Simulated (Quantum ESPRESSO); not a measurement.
# NbH4Pb4 (F-43m) in Quantum ESPRESSO: settings compared

The runs below take NbH4Pb4 through projected density of states, band structure, with PBE, LDA.

Program: Quantum ESPRESSO 7.5. These are calculated values, not measurements. Logs are shortened: lines on timing, memory, paths and dates and some standing lists are left out, and cuts for length are marked.

## Step 1: The structure

It takes space group F-43m (No. 216, cubic). Conventional cell: a = 8.915 Å, b = 8.915 Å, c = 8.915 Å, α = 90.00°, β = 90.00°, γ = 90.00°. Around Nb (site symmetry -43m) lie 4 H at 1.84 Å. H (site symmetry 3m) is surrounded by 1 Nb at 1.84 Å. Pb (site symmetry 3m) is surrounded by 3 H at 2.22 Å.

The cell was built by a generator and needn't be a form met in nature.

## Step 2: Projected density of states, PBE

pw.in reads:

```
&CONTROL
  calculation = 'scf'
  prefix = 'pwscf'
  outdir = './tmp'
  pseudo_dir = './pseudo'
  tprnfor = .true.
  tstress = .true.
  disk_io = 'low'
/
&SYSTEM
  ibrav = 0
  nat = 9
  ntyp = 3
  ecutwfc = 45
  ecutrho = 360
  nbnd = 48
  occupations = 'smearing'
  smearing = 'fd'
  degauss = 0.01469973
/
&ELECTRONS
  conv_thr = 1.8d-09
  electron_maxstep = 120
  mixing_beta = 0.5
/
ATOMIC_SPECIES
Nb    92.9064 nb_pbe_v1.uspp.F.UPF
H      1.0080 h_pbe_v1.4.uspp.F.UPF
Pb   207.2000 pb_pbe_v1.uspp.F.UPF
CELL_PARAMETERS angstrom
   0.0000000000    4.4574302100    4.4574302100
   4.4574302100    0.0000000000    4.4574302100
   4.4574302100    4.4574302100    0.0000000000
ATOMIC_POSITIONS crystal
Nb     0.2500000000    0.2500000000    0.2500000000
H      0.3690215700    0.3690215700    0.3690215700
H      0.3690215700    0.3690215700    0.8929353000
H      0.3690215700    0.8929353000    0.3690215700
H      0.8929353000    0.3690215700    0.3690215700
Pb     0.6166959400    0.6166959400    0.6166959400
Pb     0.6166959400    0.6166959400    0.1499121900
Pb     0.6166959400    0.1499121900    0.6166959400
Pb     0.1499121900    0.6166959400    0.6166959400
K_POINTS automatic
5 5 5 0 0 0
```

nscf.in reads:

```
&CONTROL
  calculation = 'nscf'
  prefix = 'pwscf'
  outdir = './tmp'
  pseudo_dir = './pseudo'
  disk_io = 'low'
/
&SYSTEM
  ibrav = 0
  nat = 9
  ntyp = 3
  ecutwfc = 45
  ecutrho = 360
  nbnd = 48
  occupations = 'tetrahedra_opt'
/
&ELECTRONS
  conv_thr = 1d-08
  electron_maxstep = 120
  mixing_beta = 0.5
/
ATOMIC_SPECIES
Nb    92.9064 nb_pbe_v1.uspp.F.UPF
H      1.0080 h_pbe_v1.4.uspp.F.UPF
Pb   207.2000 pb_pbe_v1.uspp.F.UPF
CELL_PARAMETERS angstrom
   0.0000000000    4.4574302100    4.4574302100
   4.4574302100    0.0000000000    4.4574302100
   4.4574302100    4.4574302100    0.0000000000
ATOMIC_POSITIONS crystal
Nb     0.2500000000    0.2500000000    0.2500000000
H      0.3690215700    0.3690215700    0.3690215700
H      0.3690215700    0.3690215700    0.8929353000
H      0.3690215700    0.8929353000    0.3690215700
H      0.8929353000    0.3690215700    0.3690215700
Pb     0.6166959400    0.6166959400    0.6166959400
Pb     0.6166959400    0.6166959400    0.1499121900
Pb     0.6166959400    0.1499121900    0.6166959400
Pb     0.1499121900    0.6166959400    0.6166959400
K_POINTS automatic
8 8 8 0 0 0
```

projwfc.in reads:

```
&PROJWFC
  prefix = 'pwscf'
  outdir = './tmp'
  filpdos = 'p'
  Emin = -6
  Emax = 19
  DeltaE = 0.05
/
```

Potentials or basis: GBRV 1.5 PBE.

Launch:

```bash
$ OMP_NUM_THREADS=1 pw.x -in pw.in > pw.out
$ OMP_NUM_THREADS=1 pw.x -in nscf.in > nscf.out
$ OMP_NUM_THREADS=1 projwfc.x -in projwfc.in > projwfc.out
```

pw.out:

```text
This program is part of the open-source Quantum ESPRESSO suite
     for quantum simulation of materials; please cite
[... 9 lines left out ...]
     --------------------
     sticks:   dense  smooth     PW     G-vecs:    dense   smooth      PW
     Sum        3505    1765    499               137867    48767    7391

     Using Slab Decomposition

     bravais-lattice index     =            0
     lattice parameter (alat)  =      11.9124  a.u.
     unit-cell volume          =    1195.3092 (a.u.)^3
     number of atoms/cell      =            9
     number of atomic types    =            3
     number of electrons       =        73.00
     number of Kohn-Sham states=           48
     kinetic-energy cutoff     =      45.0000  Ry
     charge density cutoff     =     360.0000  Ry
     scf convergence threshold =      1.8E-09
     mixing beta               =       0.5000
     number of iterations used =            8  plain     mixing
     Exchange-correlation= SLA  PW   PBE  PBE
                           (   1   4   3   4   0   0   0)

     celldm(1)=  11.912377  celldm(2)=   0.000000  celldm(3)=   0.000000
     celldm(4)=   0.000000  celldm(5)=   0.000000  celldm(6)=   0.000000

     crystal axes: (cart. coord. in units of alat)
               a(1) = (   0.000000   0.707107   0.707107 )
               a(2) = (   0.707107   0.000000   0.707107 )
               a(3) = (   0.707107   0.707107   0.000000 )

     reciprocal axes: (cart. coord. in units 2 pi/alat)
               b(1) = ( -0.707107  0.707107  0.707107 )
               b(2) = (  0.707107 -0.707107  0.707107 )
               b(3) = (  0.707107  0.707107 -0.707107 )

     PseudoPot. # 1 for Nb read from file:
     nb_pbe_v1.uspp.F.UPF
     Pseudo is Ultrasoft + core correction, Zval = 13.0
     Generated by new atomic code, or converted to UPF format
     Using radial grid of  887 points,  6 beta functions with:
                l(1) =   0
                l(2) =   0
                l(3) =   1
                l(4) =   1
                l(5) =   2
                l(6) =   2
     Q(r) pseudized with  6 coefficients,  rinner =    1.000   1.000   1.000
                                                       1.000   1.000

     PseudoPot. # 2 for H  read from file:
     h_pbe_v1.4.uspp.F.UPF
     Pseudo is Ultrasoft, Zval =  1.0
     Generated by new atomic code, or converted to UPF format
     Using radial grid of  615 points,  2 beta functions with:
                l(1) =   0
                l(2) =   0
     Q(r) pseudized with  8 coefficients,  rinner =    0.700

     PseudoPot. # 3 for Pb read from file:
     pb_pbe_v1.uspp.F.UPF
     Pseudo is Ultrasoft + core correction, Zval = 14.0
     Generated by new atomic code, or converted to UPF format
     Using radial grid of  899 points,  6 beta functions with:
[... 51 lines left out ...]

     negative rho (up, down):  6.412E-02 0.000E+00
     Starting wfcs are   53 randomized atomic wfcs

     Self-consistent Calculation

     iteration #  1     ecut=    45.00 Ry     beta= 0.50
     Davidson diagonalization with overlap
     ethr =  1.00E-02,  avg # of iterations =  3.2

     Threshold (ethr) on eigenvalues was too large:
     Diagonalizing with lowered threshold

     Davidson diagonalization with overlap
     ethr =  7.54E-04,  avg # of iterations =  1.1

     negative rho (up, down):  6.511E-02 0.000E+00
[... 76 lines left out ...]
     iteration # 10     ecut=    45.00 Ry     beta= 0.50
     Davidson diagonalization with overlap
     ethr =  3.63E-11,  avg # of iterations =  6.6

     negative rho (up, down):  6.823E-02 0.000E+00

     End of self-consistent calculation

          k = 0.0000 0.0000 0.0000 (  6081 PWs)   bands (ev):

   -45.6931 -21.8089 -21.8089 -21.8089  -8.6285  -8.3839  -8.3839  -8.3839
    -8.2749  -8.2749  -7.9590  -7.9590  -7.9590  -7.7248  -7.7248  -7.7248
    -7.6974  -7.6974  -7.6573  -7.6573  -7.6573  -7.4246  -7.4246  -7.4246
    -3.4518   1.6348   1.6348   1.6348   3.8799   4.0396   4.0396   4.0396
     6.8172   7.2677   7.2677   9.5320   9.5320   9.5320  11.0181  11.0181
    11.0181  11.2667  11.2667  12.6772  14.6052  14.6052  14.6052  15.6937
[... 30 lines left out ...]
   -45.6931 -21.8090 -21.8089 -21.8089  -8.5147  -8.3485  -8.3053  -8.3000
    -8.2183  -8.1590  -7.9548  -7.9223  -7.9191  -7.7970  -7.7668  -7.7653
    -7.7268  -7.7241  -7.7048  -7.6840  -7.6739  -7.5762  -7.5358  -7.4698
    -3.0681   0.0116   1.1253   1.2567   3.5156   4.5039   4.6911   6.2827
     7.3016   7.7010   7.9209   9.3504   9.4078   9.8534  10.2841  10.8233
    11.3848  11.4114  12.4231  12.9308  13.4143  13.8343  13.8541  14.3938

          k =-0.1414-0.4243 0.4243 (  6097 PWs)   bands (ev):

   -45.6931 -21.8090 -21.8089 -21.8089  -8.4926  -8.3211  -8.3078  -8.2840
    -8.1645  -8.1584  -7.9554  -7.9151  -7.9131  -7.8180  -7.7862  -7.7751
    -7.7259  -7.7245  -7.7092  -7.6860  -7.6806  -7.6077  -7.5815  -7.4681
    -2.9632  -0.2460   0.9203   1.2838   3.7166   4.4824   4.6436   6.7479
     7.4857   7.7591   7.9812   9.1282   9.4278   9.6631  10.5544  10.7860
    11.3838  11.9171  11.9763  12.8076  13.4975  13.5744  14.1983  14.2833
[... 21 lines left out ...]
   -45.6931 -21.8090 -21.8089 -21.8089  -8.4551  -8.3364  -8.2687  -8.2414
    -8.2035  -8.1128  -7.9504  -7.9121  -7.9074  -7.8378  -7.7853  -7.7784
    -7.7577  -7.7231  -7.7072  -7.6954  -7.6898  -7.6254  -7.5730  -7.5230
    -2.8603  -0.4045   0.8353   1.1175   3.4552   4.8618   4.9605   6.3537
     7.4714   8.6070   8.7194   8.8788   9.0594   9.7174  10.4496  11.0227
    11.2569  11.5223  12.2853  12.7515  12.9984  13.7136  14.2232  14.3516

          k =-0.1414-0.4243 0.7071 (  6080 PWs)   bands (ev):

   -45.6931 -21.8090 -21.8089 -21.8089  -8.4650  -8.3281  -8.2900  -8.2586
    -8.1902  -8.1368  -7.9531  -7.9180  -7.9071  -7.8261  -7.7855  -7.7725
    -7.7475  -7.7234  -7.7080  -7.6942  -7.6810  -7.6126  -7.5606  -7.5220
    -2.9031  -0.2910   0.8080   1.1201   3.7737   4.4845   4.9317   6.5985
     7.4804   7.7775   8.5431   9.0665   9.2408   9.6769  10.4395  11.1941
    11.3961  11.7286  12.1496  12.7013  13.3245  13.6970  14.1562  14.4848

     the Fermi energy is     9.4339 ev

!    total energy              =    -778.73209330 Ry
     estimated scf accuracy    <          1.2E-09 Ry
     smearing contrib. (-TS)   =      -0.05087287 Ry
     internal energy E=F+TS    =    -778.68122043 Ry

     The total energy is F=E-TS. E is the sum of the following terms:
     one-electron contribution =    -269.77453192 Ry
     hartree contribution      =     178.38874547 Ry
     xc contribution           =    -275.13796567 Ry
     ewald contribution        =    -412.15746831 Ry

     convergence has been achieved in  10 iterations

     negative rho (up, down):  6.823E-02 0.000E+00

     Forces acting on atoms (cartesian axes, Ry/au):

     atom    1 type  1   force =     0.00000000    0.00000000    0.00000000
     atom    2 type  2   force =    -0.02759074   -0.02759074   -0.02759074
     atom    3 type  2   force =     0.02759074    0.02759074   -0.02759074
     atom    4 type  2   force =     0.02759074   -0.02759074    0.02759074
     atom    5 type  2   force =    -0.02759074    0.02759074    0.02759074
     atom    6 type  3   force =     0.08070227    0.08070227    0.08070227
     atom    7 type  3   force =    -0.08070227   -0.08070227    0.08070227
     atom    8 type  3   force =    -0.08070227    0.08070227   -0.08070227
     atom    9 type  3   force =     0.08070227   -0.08070227   -0.08070227

     Total force =     0.295448     Total SCF correction =     0.000054

     Computing stress (Cartesian axis) and pressure

     negative rho (up, down):  6.823E-02 0.000E+00
          total   stress  (Ry/bohr**3)                   (kbar)     P=      117.39
   0.00079798  -0.00000000  -0.00000000          117.39       -0.00       -0.00
  -0.00000000   0.00079798  -0.00000000           -0.00      117.39       -0.00
  -0.00000000  -0.00000000   0.00079798           -0.00       -0.00      117.39

=------------------------------------------------------------------------------=
   JOB DONE.
=------------------------------------------------------------------------------=
```

nscf.out:

```text
This program is part of the open-source Quantum ESPRESSO suite
     for quantum simulation of materials; please cite
         "P. Giannozzi et al., J. Phys.:Condens. Matter 21 395502 (2009);
         "P. Giannozzi et al., J. Phys.:Condens. Matter 29 465901 (2017);
         "P. Giannozzi et al., J. Chem. Phys. 152 154105 (2020);
     in publications or presentations arising from this work. More details at
[... 409 lines left out ...]
    11.3090  11.8240  12.1350  12.9685  13.2985  13.3756  13.9554  14.4850

     the Fermi energy is     9.3994 ev
     (compare with:     9.4339 eV, computed in scf)

=------------------------------------------------------------------------------=
   JOB DONE.
=------------------------------------------------------------------------------=
```

projwfc.out:

```text
This program is part of the open-source Quantum ESPRESSO suite
     for quantum simulation of materials; please cite
         "P. Giannozzi et al., J. Phys.:Condens. Matter 21 395502 (2009);
         "P. Giannozzi et al., J. Phys.:Condens. Matter 29 465901 (2017);
[... 118 lines left out ...]
     Atom #   9: total charge =  13.7300, p =  2.0421, pz=  0.6807, px=  0.6807, py=  0.6807,
     Atom #   9: total charge =  13.7300, d =  9.9810, dz2=  1.9967, dxz=  1.9959, dyz=  1.9959, dx2-y2=  1.9967, dxy=  1.9959,
     Spilling Parameter:   0.0023

=------------------------------------------------------------------------------=
   JOB DONE.
=------------------------------------------------------------------------------=
```

Wall time 9.5 min (1 thread of Intel Xeon Platinum 8259CL at 2.50GHz (Skylake/Cascade Lake), shared host); peak memory 0.58 GiB.

What came out:

```yaml
Free_energy: -10595.1899 eV
Pressure: 11.7 GPa
Largest_force: 3.594 eV/Å
Band_gap_on_the_k_mesh: none (metal or under the smearing width)
Loewdin_charges: Nb -0.68; H -0.06; Pb +0.27 e
```

Forces on the atoms (eV/Å):
```
Nb   0.000  0.000  0.000
H   -0.709 -0.709 -0.709
H    0.709  0.709 -0.709
H    0.709 -0.709  0.709
H   -0.709  0.709  0.709
Pb   2.075  2.075  2.075
Pb  -2.075 -2.075  2.075
Pb  -2.075  2.075 -2.075
Pb   2.075 -2.075 -2.075
```

Levels at points of the mesh, in eV from the Fermi level:
```csv
k point,band 33,band 34,band 35,band 36,band 37,band 38,band 39,band 40,band 41,band 42
"(0.00, 0.00, 0.00)",-2.62,-2.17,-2.17,0.10,0.10,0.10,1.58,1.58,1.58,1.83
```

States per cell in windows of 0.5 eV (zero at the Fermi level; states under -8 eV left out):
```
from (eV)  total  Nb#1 d wfc3  Pb#6 p wfc3  Pb#7 p wfc3  Pb#8 p wfc3  Pb#9 p wfc3  Nb#1 p wfc5
     -8.0   0.76         0.04         0.03         0.03         0.03         0.03         0.01
     -7.5   0.00         0.00         0.00         0.00         0.00         0.00         0.00
     -7.0   0.00         0.00         0.00         0.00         0.00         0.00         0.00
     -6.5   0.14         0.00         0.01         0.01         0.01         0.01         0.00
     -6.0   1.86         0.15         0.19         0.19         0.19         0.19         0.04
     -5.5   0.47         0.04         0.03         0.03         0.03         0.03         0.03
     -5.0   2.61         0.31         0.13         0.13         0.13         0.13         0.05
     -4.5   0.80         0.15         0.03         0.03         0.03         0.03         0.00
     -4.0   0.15         0.01         0.02         0.02         0.02         0.02         0.00
     -3.5   0.56         0.07         0.06         0.06         0.06         0.06         0.02
     -3.0   1.10         0.21         0.08         0.08         0.08         0.08         0.02
     -2.5   0.82         0.21         0.05         0.05         0.05         0.05         0.01
     -2.0   3.44         0.83         0.47         0.47         0.47         0.47         0.16
     -1.5   1.15         0.32         0.17         0.17         0.17         0.17         0.04
     -1.0   0.69         0.28         0.08         0.08         0.08         0.08         0.02
     -0.5   1.90         0.99         0.17         0.17         0.17         0.17         0.08
      0.0   3.70         1.69         0.35         0.35         0.35         0.35         0.15
      0.5   0.82         0.34         0.08         0.08         0.08         0.08         0.03
      1.0   2.34         1.00         0.25         0.25         0.25         0.25         0.09
      1.5   2.51         0.76         0.29         0.29         0.29         0.29         0.19
      2.0   2.06         0.42         0.26         0.26         0.26         0.26         0.20
      2.5   1.55         0.23         0.21         0.21         0.21         0.21         0.10
      3.0   2.15         0.34         0.24         0.24         0.24         0.24         0.19
      3.5   1.68         0.24         0.23         0.23         0.23         0.23         0.08
      4.0   2.79         0.25         0.38         0.38         0.38         0.38         0.23
      4.5   2.05         0.15         0.23         0.23         0.23         0.23         0.17
      5.0   1.81         0.06         0.24         0.24         0.24         0.24         0.16
      5.5   0.04         0.00         0.01         0.01         0.01         0.01         0.00
```

Caveat: forces of over 1 eV/Å show positions far from the minimum, so gaps and moduli don't describe the material at rest. Spin-orbit coupling is left out, which matters for the levels of Pb.

[end of part 1 of 2]
